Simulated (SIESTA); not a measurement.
SbS2:

```
Sb S
1.0
    -3.03071    3.03071    5.79760
     3.03071   -3.03071    5.79760
     3.03071    3.03071   -5.79760
Sb S
2 4
Direct
  0.00000 0.00000 0.00000
  0.75000 0.25000 0.50000
  0.64903 0.12500 0.02403
  0.37500 0.35097 0.47597
  0.10097 0.62500 0.97597
  0.87500 0.89903 0.52403
```

The cell comes from a database or a generator and needn't be the stable form of this composition.

- Program: SIESTA 5.4.2
- Task: single point
- Functional: PBE
- Potentials or basis: PseudoDojo 0.4 standard (PBE files)
- Basis: DZP (energy shift 0.003 Ry; two zetas on semicore shells)
- Grid cutoff: 500 Ry
- Energy shift: 0.003 Ry
- k mesh: 6 × 6 × 6
- Occupations: fermi-dirac, width 0.05 eV
- Spin: no spin polarisation

On this cell: pressure 1.5 GPa; largest force 0.395 eV/Å; band gap on the k mesh none (metal or under the smearing width).

The same run follows on a disturbed copy (atoms moved at random, drawn with an rms of 0.05 Å):

```
CELL_PARAMETERS angstrom
-3.03071 3.03071 5.79760
3.03071 -3.03071 5.79760
3.03071 3.03071 -5.79760
ATOMIC_POSITIONS crystal
Sb 0.00465 0.99621 0.00146
Sb 0.75551 0.25127 0.51157
S 0.64862 0.11987 0.02117
S 0.36902 0.34309 0.45959
S 0.09813 0.61431 0.96399
S 0.87050 0.89663 0.51387
```

**Question.** What changes?

**Answer.** The energy (extrapolated to zero smearing) moves by +11.1 meV/atom; pressure 1.8 GPa; largest force 0.885 eV/Å; band gap on the k mesh none (metal or under the smearing width).

Forces on the atoms (eV/Å):
```
Sb  -0.120 -0.574 -0.189
Sb  -0.556 -0.575  0.162
S    0.312 -0.055 -0.241
S    0.726  0.402  0.306
S    0.004  0.796  0.004
S   -0.366  0.006 -0.043
```

Stress tensor (GPa, compression positive):
```
1.78 0.05 1.17
0.05 1.87 0.57
1.17 0.57 1.89
```

Caveats: the basis of atomic orbitals isn't converged, which shifts pressures, moduli and gaps.
